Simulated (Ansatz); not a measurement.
# Si₂Ge₄H₁₂: one species, many methods

The task here is to estimate one member of a computed series from the others.

Method: functionals in def2-TZVPP, the program's frozen cores in correlated methods; program: Ansatz 0.2.0, Gaussian basis.

Plan: LDA (SPW92), PBE-D4, revPBE-D4, BLYP-D4, r2SCAN-D4, B97M-V, PBE0-D4, B3LYP-D4, r2SCANh-D4, r2SCAN0-D4, HSE06-D4, BHLYP-D4, CAM-B3LYP-D4, LC-ωPBE, ωB97X-V, ωB97M-V, B2PLYP, PBE-QIDH; CCSD(T)/def2-SVP; CCSD(T)/def2-TZVPP; MP2/def2-QZVPP; extrapolation to the limit; RPA on PBE.

1 further run of the same task is left out (for a known fault of the program).

### The geometry

All runs share one geometry, relaxed beforehand with PBE0-D4 in a triple-zeta def2 set.

SMILES `[SiH2]1[SiH2][GeH2][GeH2][GeH2][GeH2]1`, 18 atoms, charge 0, spin multiplicity 1.

Atoms are counted from 1 here; the program's logs count them from 0.

Bond lengths: Si1–Si2 2.337 Å, Si1–Ge6 2.386 Å, Si1–H7 1.490 Å, Si1–H8 1.489 Å, Si2–Ge3 2.386 Å, Si2–H9 1.490 Å, Si2–H10 1.489 Å, Ge3–Ge4 2.433 Å, Ge3–H11 1.541 Å, Ge3–H12 1.541 Å, Ge4–Ge5 2.425 Å, Ge4–H13 1.540 Å, Ge4–H14 1.541 Å, Ge5–Ge6 2.433 Å, Ge5–H15 1.541 Å, Ge5–H16 1.540 Å, Ge6–H17 1.541 Å, Ge6–H18 1.541 Å. Angles: Si2–Si1–Ge6 108.3°, Si2–Si1–H7 108.7°, Si2–Si1–H8 112.3°, Ge6–Si1–H7 108.8°, Ge6–Si1–H8 110.3°, H7–Si1–H8 108.3°, Si1–Si2–Ge3 108.3°, Si1–Si2–H9 108.8°, Si1–Si2–H10 112.3°, Ge3–Si2–H9 108.8°, Ge3–Si2–H10 110.3°, H9–Si2–H10 108.3°, Si2–Ge3–Ge4 110.3°, Si2–Ge3–H11 109.6°, Si2–Ge3–H12 110.1°, Ge4–Ge3–H11 109.4°, Ge4–Ge3–H12 109.3°, H11–Ge3–H12 108.0° and more.

Geometry (Å):

```xyz
18
charge 0, multiplicity 1
Si    0.3074   -1.9696    0.8974
Si    2.0771   -0.5086    0.4582
Ge    1.6254    0.6204   -1.5949
Ge   -0.7535    1.0860   -1.7981
Ge   -1.6648    1.4261    0.4229
Ge   -1.5637   -0.6831    1.6306
H    -0.0588   -2.6712   -0.3652
H     0.6609   -2.9965    1.9164
H     2.1501    0.4989    1.5537
H     3.3871   -1.2131    0.3840
H     2.0793   -0.2566   -2.7776
H     2.4114    1.9441   -1.6563
H    -0.9942    2.3022   -2.7117
H    -1.4498   -0.1331   -2.4335
H    -0.7960    2.4661    1.1568
H    -3.1092    1.9584    0.3777
H    -1.4390   -0.4040    3.1407
H    -2.8698   -1.4666    1.3988
```

The first run:

Input file in.yaml:

```yaml
crystal:
  periodic: [false, false, false]
  atoms:
    - {symbol: Si, position_ang: [0.307434, -1.969551, 0.897392]}
    - {symbol: Si, position_ang: [2.077143, -0.508557, 0.458204]}
    - {symbol: Ge, position_ang: [1.625442, 0.620445, -1.594891]}
    - {symbol: Ge, position_ang: [-0.753463, 1.086001, -1.798121]}
    - {symbol: Ge, position_ang: [-1.664806, 1.426135, 0.422932]}
    - {symbol: Ge, position_ang: [-1.563673, -0.683076, 1.630593]}
    - {symbol: H, position_ang: [-0.058817, -2.671203, -0.365170]}
    - {symbol: H, position_ang: [0.660883, -2.996513, 1.916420]}
    - {symbol: H, position_ang: [2.150052, 0.498893, 1.553741]}
    - {symbol: H, position_ang: [3.387128, -1.213135, 0.384041]}
    - {symbol: H, position_ang: [2.079262, -0.256558, -2.777564]}
    - {symbol: H, position_ang: [2.411391, 1.944121, -1.656278]}
    - {symbol: H, position_ang: [-0.994167, 2.302160, -2.711717]}
    - {symbol: H, position_ang: [-1.449841, -0.133118, -2.433537]}
    - {symbol: H, position_ang: [-0.795980, 2.466070, 1.156805]}
    - {symbol: H, position_ang: [-3.109180, 1.958447, 0.377664]}
    - {symbol: H, position_ang: [-1.438989, -0.403985, 3.140693]}
    - {symbol: H, position_ang: [-2.869831, -1.466598, 1.398792]}
basis:
  gaussian: {orbitals: def2-TZVPP}
hamiltonian: {xc: lda}
output: {orbitals: {seedname: orbitals}}
```

Steps of the session up to this table: LDA; PBE-D4 (GGA); revPBE-D4 (GGA); BLYP-D4 (GGA); r2SCAN-D4 (meta-GGA); B97M-V (meta-GGA); PBE0-D4 (hybrid); B3LYP-D4 (hybrid); r2SCANh-D4 (hybrid); r2SCAN0-D4 (hybrid); HSE06-D4 (hybrid); BHLYP-D4 (hybrid); CAM-B3LYP-D4 (range-separated); LC-ωPBE (range-separated); ωB97X-V (range-separated); ωB97M-V (range-separated); B2PLYP (double hybrid); PBE-QIDH (double hybrid).

One of the session's tables, all rows but one given; the rest of the session is left out.

It belongs to the step «Orbital energies across the functionals». 

```
  functional  HOMO (eV)  gap (eV)
 LDA (SPW92)      -6.64      5.14
      PBE-D4      -6.54      5.24
   revPBE-D4      -6.50      5.29
     BLYP-D4      -6.39      5.23
   r2SCAN-D4          ?         ?
      B97M-V      -6.92      5.60
     PBE0-D4      -7.54      7.00
    B3LYP-D4      -7.34      6.63
  r2SCANh-D4      -7.16      6.31
  r2SCAN0-D4      -7.70      7.25
    HSE06-D4      -7.16      6.26
    BHLYP-D4      -8.40      8.75
CAM-B3LYP-D4      -8.69      9.16
     LC-ωPBE      -9.93     11.43
     ωB97X-V      -9.64     11.04
     ωB97M-V      -9.45     10.59
```

Estimate the missing values for r2SCAN-D4.

Worked estimate for «HOMO (eV)». Against the share of exact exchange, r2SCANh-D4 (0.1, -7.16), r2SCAN0-D4 (0.25, -7.70) give a slope of -3.60 per unit share; at 0 the line stands at -6.80.

**Answer.** HOMO (eV): -6.80; gap (eV): 5.68. In «HOMO (eV)» the line misses by 0.00.
